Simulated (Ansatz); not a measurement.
The system is NiMoIrPdW.

```
Ni Mo Pd Ir W
1.0
    -1.37004    1.37004    9.71647
     1.37004   -1.37004    9.71647
     1.37004    1.37004   -9.71647
Ni Mo Pd Ir W
1 1 1 1 1
Direct
  0.19862 0.19862 0.00000
  0.60922 0.60922 0.00000
  0.79310 0.79310 0.00000
  0.39944 0.39944 0.00000
  0.99565 0.99565 0.00000
```

The cell was built by a generator and needn't be a form met in nature.

Program: Ansatz 0.2.0. Alike in all runs: task single point; level PBE; spin collinear, ferromagnetic start; cell as given; k mesh 13 × 13 × 13; smearing fermi-dirac 0.05 eV. Hardware: 8 threads of Arm Neoverse V2, with other jobs on the host.

**Question.** Order these runs on this cell by their wall time, lowest first.
A. potentials or basis Ansatz PAW; cutoff (eV) 420
B. potentials or basis Ansatz NC with PseudoDojo standard (PBE files); cutoff (eV) 1400
C. potentials or basis SPMS NC; cutoff (eV) 925

**Answer.** A (30 s), C (70 s), B (250 s).

Caveats: the starting moments weren't kept.
